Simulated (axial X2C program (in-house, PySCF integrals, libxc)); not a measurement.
# RuLi: from the state search to constants

Aim: find the lowest determinant of RuLi, scan the bond at several levels and fit the constants, once spin-free and once with spin–orbit coupling.

Method: all-electron X2C, Ru dyall-cv3z, Li dyall-cv3z; program: an in-house X2C program for linear molecules on PySCF integrals.

All values are calculated.

## (1) Input

Contents of task.json:

```json
{"zs": [44, 3], "q": 0, "bas": ["dyall-cv3z", "dyall-cv3z"], "levels": ["PBE0", "HF", "PW91"], "cc": true, "r0": 2.58, "thr": -2.0, "nmax": 90, "npts": 10, "nst": 2, "ntry": 6}
```

Keys: zs atomic numbers; q charge; bas basis sets; levels methods (HF also brings MP2); cc coupled cluster on or off; r0 starting distance in Å; thr threshold in hartree for freezing inner shells (an s shell follows its p shell); nmax most natural virtual spinors; npts points asked for on the curve; nst determinants followed; ntry starts of the search.

On the command line:

```
python so2c.py task.json out
```

Spin-free means the one-electron spin-free X2C Hamiltonian; two-component (2c) means X2C with spin–orbit coupling and atomic mean-field two-electron Coulomb and Gaunt terms. Basis: Ru dyall-cv3z contracted to [12s12p8d5f3g], Li dyall-cv3z contracted to [7s8p2d]; Gaussian nuclei, density fitting. Masses: Ru 101.904 u, Li 7.016 u.

Notation: σ, π±, δ± give the projection m of an orbital's angular momentum (0, ±1, ±2), α and β its spin, Λ and M_S the sums; ω is the projection of a spinor's total angular momentum and Ω the sum. Logs are in hartree.

The results follow Hamiltonian by Hamiltonian and level by level.

## (2) Which state to follow

PBE0 moves the distance from 2.580 Å to 2.440 Å and compares determinants there.

Spin-free determinants:

```tsv
ΔE (eV)	state	open shells
0.00	M_S = 3/2, Λ = 0	beyond closed shells: σα, δ+α, δ-α
0.31	M_S = 3/2, Λ = 2	beyond closed shells: π+α, π-α, δ+α, δ+β, δ-α
0.42	M_S = 3/2, Λ = 3	beyond closed shells: σα, π+α, π+β, π-α, δ+α, δ+β, δ-α
0.49	M_S = 3/2, Λ = 1	beyond closed shells: π+α, π+β, π-α, δ+α, δ-α
1.03	M_S = 3/2, Λ = 0	beyond closed shells: σα, π+α, π-α
1.17	M_S = 3/2, Λ = 2	beyond closed shells: 2 × σα, δ+α, δ+β, δ-α
1.23	M_S = 1/2, Λ = 0	beyond closed shells: σβ, δ+α, δ-α
```

Two-component determinants:

```tsv
ΔE (eV)	state	open shells
0.00	Ω = 3/2	excess of +ω over −ω: ω = 1/2, ω = -3/2, ω = 5/2
0.20	Ω = 7/2	excess of +ω over −ω: ω = -1/2, ω = 3/2, ω = 5/2
0.26	Ω = 9/2	excess of +ω over −ω: ω = 1/2, ω = 3/2, ω = 5/2
0.42	Ω = 1/2	excess of +ω over −ω: ω = 1/2
0.44	Ω = 5/2	excess of +ω over −ω: ω = 5/2
0.48	Ω = 5/2	excess of +ω over −ω: ω = 5/2
0.53	Ω = 1/2	excess of +ω over −ω: ω = -1/2, ω = -3/2, ω = 5/2
```

## (3) PBE0, spin-free

State followed: M_S = 3/2, Λ = 0 (beyond closed shells: σα, δ+α, δ-α). The scan is laid around 2.440 Å, a first estimate of the minimum, and this SCF restarts from the orbitals of the search.

The SCF at the reference distance of 2.440 Å:

```text
spin-free X2C-1e  PBE0
basis functions 191  fitting functions 857  grid points 5085
iter        total energy     max residual
   1      -4537.573041083     5.30e-05
   2      -4537.573041127     3.48e-05
   3      -4537.573041170     4.94e-05
   4      -4537.573041183     1.92e-05
   5      -4537.573041184     6.97e-06
converged
one-electron -6314.83013336  Coulomb 1884.99003410  exact exchange -33.55920531  xc functional -102.80135623  nuclear repulsion 28.62761961
```

Along the bond, energies from the lowest point:

```
R (Å)  E (eV)  μ (D)  HOMO (eV)  LUMO (eV)  iterations
2.123  0.2265   3.26      -4.57      -1.40          42
2.220  0.0972   3.40      -4.55      -1.30          26
2.294  0.0395   3.51      -4.53      -1.27          22
2.367  0.0090   3.61      -4.51      -1.28          20
2.440  0.0000   3.72      -4.48      -1.31           5
2.525  0.0121   3.84      -4.45      -1.35          20
2.611  0.0427   3.95      -4.42      -1.41          18
2.721  0.1025   4.07      -4.37      -1.48          19
2.855  0.1968   4.19      -4.32      -1.57          19
3.050  0.3565   4.28      -4.26      -1.71          20
```

Dipoles are positive if Li is the positive end.

Outer orbitals at the reference distance:

```json
{"symmetry": "δ+α", "occupied": "yes", "ε (eV)": "-7.33", "atomic character": "100% Ru d"}
{"symmetry": "δ-α", "occupied": "yes", "ε (eV)": "-7.33", "atomic character": "100% Ru d"}
{"symmetry": "σα", "occupied": "yes", "ε (eV)": "-6.84", "atomic character": "98% Ru d"}
{"symmetry": "π+α", "occupied": "yes", "ε (eV)": "-6.17", "atomic character": "98% Ru d"}
{"symmetry": "π-α", "occupied": "yes", "ε (eV)": "-6.17", "atomic character": "98% Ru d"}
{"symmetry": "π+β", "occupied": "yes", "ε (eV)": "-4.92", "atomic character": "95% Ru d, 4% Li p"}
{"symmetry": "π-β", "occupied": "yes", "ε (eV)": "-4.92", "atomic character": "95% Ru d, 4% Li p"}
{"symmetry": "σα", "occupied": "yes", "ε (eV)": "-4.85", "atomic character": "61% Ru s, 24% Li s, 14% Li p"}
{"symmetry": "σβ", "occupied": "yes", "ε (eV)": "-4.48", "atomic character": "42% Ru s, 36% Li s, 10% Li p"}
{"symmetry": "σβ", "occupied": "no", "ε (eV)": "-1.31", "atomic character": "44% Li p, 26% Li s, 21% Ru p"}
{"symmetry": "σα", "occupied": "no", "ε (eV)": "-1.26", "atomic character": "36% Li s, 30% Li p, 30% Ru p"}
{"symmetry": "δ+β", "occupied": "no", "ε (eV)": "-1.14", "atomic character": "99% Ru d"}
{"symmetry": "δ-β", "occupied": "no", "ε (eV)": "-1.14", "atomic character": "99% Ru d"}
```

PBE0 fields in the half plane through the axis: z from -2.4 to 4.8 Å across, distance from the axis 0.15 to 2.25 Å upwards; Ru lies at z = 0 and Li at z = 2.440 Å; the ELF is damped to zero where the density is low.

log10 density (e/bohr³). Ten even steps from ' ' (-4.72 ) to '@' (1.72 ):
```
......::::::::::::::--::::::::::::::........      
....::::::--------------------::::::::......      
..::::------------====------------::::::......    
..::::----==================--------::::::....    
::::----====++++++++++========------::::::......  
::::--====++++******++++==========----::::......  
::::--====++**######**++++====++++++==::::......  
::----====++##%%@@%%##++++====**##**++--::......  
```

ELF. Ten even steps from ' ' (0.00 ) to '@' (1.00 ):
```
      ............::--==****##**++--..            
    ..::::::::....::--++**##%%%%##**==..          
    ..::----::....::--++##%%%%%%%%##++--..        
  ..::::----::::..::--++**%%%%%%**----::..        
  ....::--------::::--==**####::                  
  ....::::--++**++++======**::                    
    ......--####==##**------  ::@@@@::            
        ..--**..**..**::::::  @@@@@@@@            
```

Re = 2.437 Å, ωe = 372 cm⁻¹, ωexe = 2.39 cm⁻¹, Be = 0.4325 cm⁻¹, De = 1.45 eV, μ = 3.71 D.

## (4) HF, spin-free

Output at 2.440 Å:

```text
spin-free X2C-1e  HF
basis functions 191  fitting functions 857  grid points 5085
iter        total energy     max residual
   1      -4535.449300886     4.45e-01
   2      -4535.473523758     1.14e-02
   3      -4535.476964420     3.80e-02
   4      -4535.478209637     2.12e-02
   5      -4535.478608019     1.99e-03
   6      -4535.478857894     1.13e-02
   7      -4535.478959956     7.67e-03
   8      -4535.479004518     9.59e-04
   9      -4535.479016016     1.49e-03
  10      -4535.479021141     1.29e-03
  11      -4535.479024885     2.47e-04
  12      -4535.479027483     5.56e-04
  13      -4535.479028724     5.25e-04
  14      -4535.479029113     1.54e-04
  15      -4535.479029217     4.70e-05
  16      -4535.479029245     6.73e-05
  17      -4535.479029250     2.33e-05
  18      -4535.479029251     1.46e-06
converged
one-electron -6314.19286636  Coulomb 1884.44166307  exact exchange -134.35544557  xc functional 0.00000000  nuclear repulsion 28.62761961
```

Re = 2.705 Å, ωe = 243.9 cm⁻¹, ωexe = 3.86 cm⁻¹, Be = 0.351 cm⁻¹, De = 0.177 eV, μ = 2.29 D. ⟨S²⟩ = 4.15 against 3.75 for a pure state, so this determinant mixes spins.

## (5) PW91, spin-free

Output at 2.440 Å:

```text
spin-free X2C-1e  PW91
basis functions 191  fitting functions 857  grid points 5085
iter        total energy     max residual
   1      -4538.282091355     1.42e-01
   2      -4538.285760988     8.31e-03
   3      -4538.286520654     1.87e-02
   4      -4538.286704743     6.51e-03
   5      -4538.286848833     8.44e-03
   6      -4538.286922963     1.23e-03
   7      -4538.286931182     9.46e-04
   8      -4538.286932063     4.78e-05
   9      -4538.286932079     2.16e-05
  10      -4538.286932081     7.19e-06
converged
one-electron -6314.77394676  Coulomb 1884.91544570  exact exchange 0.00000000  xc functional -137.05605063  nuclear repulsion 28.62761961
```

Re = 2.391 Å, ωe = 396 cm⁻¹, ωexe = 2.49 cm⁻¹, Be = 0.4491 cm⁻¹, De = 1.82 eV, μ = 3.91 D.

## (6) MP2 and beyond, spin-free

Correlated methods: 9 electrons correlated (frozen shells, counted by type: Ru 4 s, 3 p, 1 d; Li 1 s), 265 virtual spinors in MP2, 90 natural virtuals in coupled cluster.

Output of the correlated part at 2.440 Å:

```text
correlated 9  virtual 265  natural virtual 90  E(MP2) -0.234273898  MP2 remainder -0.008351361
iter   CCSD correlation   residual
   1     -0.221595246   1.34e-01
   2     -0.228201058   7.37e-02
   3     -0.231784939   4.71e-02
   4     -0.232803193   2.27e-02
   5     -0.233430487   9.44e-03
   6     -0.233557411   3.74e-03
   7     -0.233555106   1.46e-03
   8     -0.233582794   6.56e-04
   9     -0.233575606   2.77e-04
  10     -0.233579894   1.10e-04
  11     -0.233578867   3.92e-05
  12     -0.233579352   1.77e-05
  13     -0.233579452   8.46e-06
  14     -0.233579390   4.04e-06
  15     -0.233579421   2.13e-06
  16     -0.233579429   9.98e-07
(T) -0.013337821  T1 0.0930  D1 0.2616  max T2 0.092
```

T1 in the output is the amplitude norm over the root of the electron number; divide by √2 for the Lee–Taylor value.

MP2: No constants are quoted: the reference is strongly spin-contaminated.

CCSD: Re = 2.451 Å, ωe = 379 cm⁻¹, ωexe = 1.77 cm⁻¹, Be = 0.4276 cm⁻¹, De = 1.33 eV. T1 at Re = 0.066 (Lee–Taylor, the printed value over √2).

CCSD(T): Re = 2.434 Å, ωe = 392 cm⁻¹, ωexe = 1.75 cm⁻¹, Be = 0.4335 cm⁻¹, De = 1.47 eV. T1 at Re = 0.066 (Lee–Taylor, the printed value over √2).

## (7) A higher determinant, spin-free

State: M_S = 3/2, Λ = 2 (beyond closed shells: π+α, π-α, δ+α, δ+β, δ-α).

Output at the reference distance:

```text
spin-free X2C-1e  PBE0
basis functions 191  fitting functions 857  grid points 5085
iter        total energy     max residual
   1      -4537.561466607     6.78e-05
   2      -4537.561466635     3.60e-05
   3      -4537.561466642     2.09e-05
   4      -4537.561466645     1.45e-05
converged
one-electron -6314.78144263  Coulomb 1884.94038061  exact exchange -33.55983124  xc functional -102.78819299  nuclear repulsion 28.62761961
```

```
R (Å)  E above the lowest PBE0 point (eV)
2.123                               0.768
2.220                               0.553
2.294                               0.442
2.367                               0.365
2.440                               0.315
2.525                               0.286
2.611                               0.281
2.721                               0.303
2.855                               0.359
```

Re = 2.585 Å, ωe = 341 cm⁻¹, Be = 0.3843 cm⁻¹, μ = 3.83 D. Te = 0.28 eV.

## (8) The spin-free curves together

Energy (eV) of the followed determinant, spin-free, from each level's lowest point:

```
R (Å)   PBE0     HF  MP2 (spin-contaminated)   CCSD  CCSD(T)   PW91
2.123  0.227  0.464                    0.242    n/a      n/a  0.179
2.220  0.097  0.289                    0.103  0.113    0.103  0.064
2.294  0.039  0.192                    0.041  0.049    0.041  0.018
2.367  0.009  0.120                    0.008  0.013    0.009  0.000
2.440  0.000  0.068                    0.000  0.000    0.000  0.003
2.525  0.012  0.028                    0.015  0.009    0.014  0.028
2.611  0.043  0.007                    0.052  0.039    0.050  0.072
2.721  0.102  0.000                    0.121  0.100    0.120  0.147
2.855  0.197  0.013                    0.229    n/a      n/a  0.260
3.050  0.356  0.057                    0.407    n/a      n/a  0.442
```

## (9) PBE0, 2c

State followed: Ω = 3/2 (excess of +ω over −ω: ω = 1/2, ω = -3/2, ω = 5/2). The scan is laid around 2.440 Å, a first estimate of the minimum, and this SCF restarts from the orbitals of the search.

Output at 2.440 Å:

```text
two-component X2C + atomic mean field  PBE0
basis functions 191  fitting functions 857  grid points 5085
iter        total energy     max residual
   1      -4535.734661162     7.00e-05
   2      -4535.734661246     4.31e-05
   3      -4535.734661294     4.89e-05
   4      -4535.734661300     1.78e-05
converged
one-electron -6309.84392736  Coulomb 1884.00372446  exact exchange -33.53981611  xc functional -102.74368591  nuclear repulsion 28.62761961  atomic mean-field constant -2.23857599
```

Along the bond, energies from the lowest point:

```
R (Å)  E (eV)  μ (D)  HOMO (eV)  LUMO (eV)  iterations
2.123  0.2277   3.26      -4.57      -1.51          42
2.220  0.0980   3.40      -4.55      -1.41          25
2.294  0.0400   3.51      -4.53      -1.34          23
2.367  0.0092   3.61      -4.51      -1.29          21
2.440  0.0000   3.72      -4.48      -1.31           4
2.525  0.0119   3.84      -4.45      -1.35          20
2.611  0.0422   3.95      -4.42      -1.41          18
2.721  0.1017   4.07      -4.37      -1.48          20
2.855  0.1958   4.19      -4.32      -1.57          20
3.050  0.3553   4.28      -4.26      -1.71          21
```

Dipoles are positive if Li is the positive end.

Outer spinors at the reference distance:

```tsv
ω	occupied	ε (eV)	atomic character	λ mixture
-3/2	yes	-7.45	100% Ru d	100% δ
5/2	yes	-7.18	100% Ru d	100% δ
1/2	yes	-6.84	98% Ru d	99% σ, 1% π
-1/2	yes	-6.24	98% Ru d	99% π, 1% σ
3/2	yes	-6.11	98% Ru d	99% π, 1% δ
1/2	yes	-4.98	95% Ru d, 4% Li p	99% π, 1% σ
-3/2	yes	-4.87	95% Ru d, 4% Li p	100% π
1/2	yes	-4.84	60% Ru s, 24% Li s, 14% Li p	100% σ
-1/2	yes	-4.48	42% Ru s, 36% Li s, 10% Li p	100% σ
-1/2	no	-1.31	44% Li p, 26% Li s, 21% Ru p	100% σ
1/2	no	-1.26	36% Li s, 30% Li p, 30% Ru p	100% σ
3/2	no	-1.24	99% Ru d	99% δ, 1% π
-5/2	no	-1.04	99% Ru d	100% δ
```

PBE0 fields in the half plane through the axis: z from -2.4 to 4.8 Å across, distance from the axis 0.15 to 2.25 Å upwards; Ru lies at z = 0 and Li at z = 2.440 Å; the ELF is damped to zero where the density is low.

log10 density (e/bohr³). Ten even steps from ' ' (-4.72 ) to '@' (1.72 ):
```
......::::::::::::::--::::::::::::::........      
....::::::--------------------::::::::......      
..::::::----------====------------::::::......    
..::::----==================--------::::::....    
::::----====++++++++++========------::::::......  
::::--====++++******++++==========----::::......  
::::--====++**######**++++====++++++==::::......  
::----====++##%%@@%%##++++====**##**++--::......  
```

ELF. Ten even steps from '0' (0.00 ) to '9' (1.00 ):
```
0001111112346676531000000
0012222112356788764100000
0012332112357888875310000
0122332212356888633210000
0112333322346772000000000
0112235655444620000000000
0011137747633302992000000
0000136161622209999000000
```

Re = 2.438 Å, ωe = 371 cm⁻¹, ωexe = 2.39 cm⁻¹, Be = 0.4321 cm⁻¹, De = 1.34 eV, μ = 3.72 D.

## (10) HF, 2c

Output at 2.440 Å:

```text
two-component X2C + atomic mean field  HF
basis functions 191  fitting functions 857  grid points 5085
iter        total energy     max residual
   1      -4533.610423718     4.46e-01
   2      -4533.634696025     1.14e-02
   3      -4533.638147976     3.81e-02
   4      -4533.639396951     2.13e-02
   5      -4533.639799856     2.00e-03
   6      -4533.640054217     1.15e-02
   7      -4533.640160741     7.84e-03
   8      -4533.640208256     9.71e-04
   9      -4533.640221079     1.57e-03
  10      -4533.640227257     1.43e-03
  11      -4533.640231995     2.92e-04
  12      -4533.640235416     5.84e-04
  13      -4533.640237100     5.98e-04
  14      -4533.640237665     1.93e-04
  15      -4533.640237849     6.04e-05
  16      -4533.640237930     1.20e-04
  17      -4533.640237974     6.82e-05
  18      -4533.640238008     1.82e-05
  19      -4533.640238038     6.47e-05
  20      -4533.640238058     6.18e-05
  21      -4533.640238065     2.30e-05
  22      -4533.640238066     1.56e-06
converged
one-electron -6309.21056146  Coulomb 1883.45858130  exact exchange -134.27730153  xc functional 0.00000000  nuclear repulsion 28.62761961  atomic mean-field constant -2.23857599
```

Re = 2.706 Å, ωe = 244.1 cm⁻¹, ωexe = 3.86 cm⁻¹, Be = 0.3507 cm⁻¹, De = 0.076 eV, μ = 2.30 D.

## (11) PW91, 2c

The SCF at the reference distance of 2.440 Å:

```text
two-component X2C + atomic mean field  PW91
basis functions 191  fitting functions 857  grid points 5085
iter        total energy     max residual
   1      -4536.443503923     1.43e-01
   2      -4536.447181142     8.33e-03
   3      -4536.447948253     2.00e-02
   4      -4536.448134113     6.48e-03
   5      -4536.448276925     9.01e-03
   6      -4536.448351434     1.22e-03
   7      -4536.448359806     1.01e-03
   8      -4536.448360771     4.59e-05
   9      -4536.448360805     2.72e-05
  10      -4536.448360813     1.05e-05
converged
one-electron -6309.78306424  Coulomb 1883.92466129  exact exchange 0.00000000  xc functional -136.97900149  nuclear repulsion 28.62761961  atomic mean-field constant -2.23857599
```

Re = 2.392 Å, ωe = 395 cm⁻¹, ωexe = 2.49 cm⁻¹, Be = 0.4488 cm⁻¹, De = 1.75 eV, μ = 3.91 D.

## (12) Correlated methods, 2c

Correlated methods: 9 electrons correlated (frozen shells, counted by type: Ru 4 s, 3 p, 1 d; Li 1 s), 265 virtual spinors in MP2, 90 natural virtuals in coupled cluster.

Output of the correlated part at 2.440 Å:

```text
correlated 9  virtual 265  natural virtual 90  E(MP2) -0.234329634  MP2 remainder -0.008457758
iter   CCSD correlation   residual
   1     -0.221613131   1.34e-01
   2     -0.228235048   7.36e-02
   3     -0.231799509   4.69e-02
   4     -0.232815143   2.27e-02
   5     -0.233445686   9.61e-03
   6     -0.233578515   3.99e-03
   7     -0.233577885   1.64e-03
   8     -0.233609692   7.72e-04
   9     -0.233601041   3.27e-04
  10     -0.233605931   1.25e-04
  11     -0.233604706   4.16e-05
  12     -0.233605210   1.75e-05
  13     -0.233605299   7.26e-06
  14     -0.233605238   2.80e-06
  15     -0.233605254   1.22e-06
(T) -0.013329403  T1 0.0928  D1 0.2610  max T2 0.091
```

MP2: No constants are quoted: the reference is strongly spin-contaminated.

CCSD: Re = 2.453 Å, ωe = 379 cm⁻¹, ωexe = 1.72 cm⁻¹, Be = 0.4267 cm⁻¹, De = 1.23 eV. T1 at Re = 0.066 (Lee–Taylor, the printed value over √2).

CCSD(T): Re = 2.437 Å, ωe = 391 cm⁻¹, ωexe = 1.71 cm⁻¹, Be = 0.4325 cm⁻¹, De = 1.37 eV. T1 at Re = 0.066 (Lee–Taylor, the printed value over √2).

## (13) A higher determinant, 2c

State: Ω = 7/2 (excess of +ω over −ω: ω = -1/2, ω = 3/2, ω = 5/2).

Output at the reference distance:

```text
two-component X2C + atomic mean field  PBE0
basis functions 191  fitting functions 857  grid points 5085
iter        total energy     max residual
   1      -4535.727192042     3.72e-05
   2      -4535.727192080     2.22e-05
   3      -4535.727192101     2.86e-05
   4      -4535.727192106     1.32e-05
converged
one-electron -6309.83577971  Coulomb 1883.99160790  exact exchange -33.54061035  xc functional -102.73145358  nuclear repulsion 28.62761961  atomic mean-field constant -2.23857599
```

```
R (Å)  E above the lowest PBE0 point (eV)
2.123                               0.654
2.220                               0.441
2.294                               0.330
2.367                               0.253
2.440                               0.203
2.525                               0.175
2.611                               0.170
2.721                               0.192
2.855                               0.248
```

Re = 2.585 Å, ωe = 341 cm⁻¹, Be = 0.3844 cm⁻¹, μ = 3.81 D. Te = 0.17 eV.

## (14) The 2c curves together

Energy (eV) of the followed determinant, 2c, from each level's lowest point:

```
R (Å)   PBE0     HF  MP2 (spin-contaminated)   CCSD  CCSD(T)   PW91
2.123  0.228  0.466                    0.246    n/a      n/a  0.180
2.220  0.098  0.291                    0.105  0.116    0.105  0.065
2.294  0.040  0.194                    0.042  0.051    0.043  0.019
2.367  0.009  0.121                    0.009  0.014    0.010  0.000
2.440  0.000  0.068                    0.000  0.000    0.000  0.003
2.525  0.012  0.029                    0.015  0.008    0.013  0.028
2.611  0.042  0.007                    0.050  0.037    0.048  0.071
2.721  0.102  0.000                    0.120  0.098    0.117  0.147
2.855  0.196  0.013                    0.227    n/a      n/a  0.258
3.050  0.355  0.057                    0.405    n/a      n/a  0.441
```

Time for the job: 3 min (1 thread of Arm Neoverse V1, shared host); peak memory 0.59 GiB.

## (15) What came out

Lowest determinant that the search found at its distance, spin-free: M_S = 3/2, Λ = 0 (beyond closed shells: σα, δ+α, δ-α).

Lowest determinant that the search found at its distance, 2c: Ω = 3/2 (excess of +ω over −ω: ω = 1/2, ω = -3/2, ω = 5/2).

| Hamiltonian | level | Re (Å) | ωe (cm⁻¹) | De (eV) | μ (D) |
| --- | --- | --- | --- | --- | --- |
| spin-free | PBE0 | 2.437 | 372 | 1.45 | 3.71 |
| spin-free | HF | 2.705 | 243.9 | 0.177 | 2.29 |
| spin-free | CCSD | 2.451 | 379 | 1.33 | n/a |
| spin-free | CCSD(T) | 2.434 | 392 | 1.47 | n/a |
| spin-free | PW91 | 2.391 | 396 | 1.82 | 3.91 |
| 2c | PBE0 | 2.438 | 371 | 1.34 | 3.72 |
| 2c | HF | 2.706 | 244.1 | 0.076 | 2.30 |
| 2c | CCSD | 2.453 | 379 | 1.23 | n/a |
| 2c | CCSD(T) | 2.437 | 391 | 1.37 | n/a |
| 2c | PW91 | 2.392 | 395 | 1.75 | 3.91 |

Dipoles are positive if Li is the positive end. No constants: spin-free MP2 (the reference is strongly spin-contaminated); 2c MP2 (the reference is strongly spin-contaminated). Spin-free ⟨S²⟩ is off its pure value at HF 4.15.

Time per point (s) on 1 thread of Arm Neoverse V1, shared host (2c runs; CCSD comes with the CCSD(T) run); the times are rough: PBE0 1.2, HF 1.1, CCSD(T) 4.4, PW91 0.65.

At CCSD(T), going from spin-free to two-component changes Re by +3 mÅ, ωe by -0.2 %, which is small (part of it comes from the scalar share of the two-electron terms). De moves by -0.10 eV; both De rest on single-determinant atoms, which can miss part of an open shell's spin–orbit lowering.

De refers to Ru + Li, each in the lowest determinant found, which need not be this curve's own limit. The state is a single determinant with fixed occupations, the lowest that a limited PBE0 search found. Dissociation energies refer to the lowest single-determinant-based atoms at the same level and basis. Density functionals use the spin component along the axis (collinear). CCSD and (T) use frozen natural virtuals with an MP2 correction for the truncation. With several unpaired electrons one determinant need not be a pure state. The spin-free determinant is spin-contaminated at some levels. T1 at Re is 0.066 (Lee–Taylor), above the customary mark of 0.02.
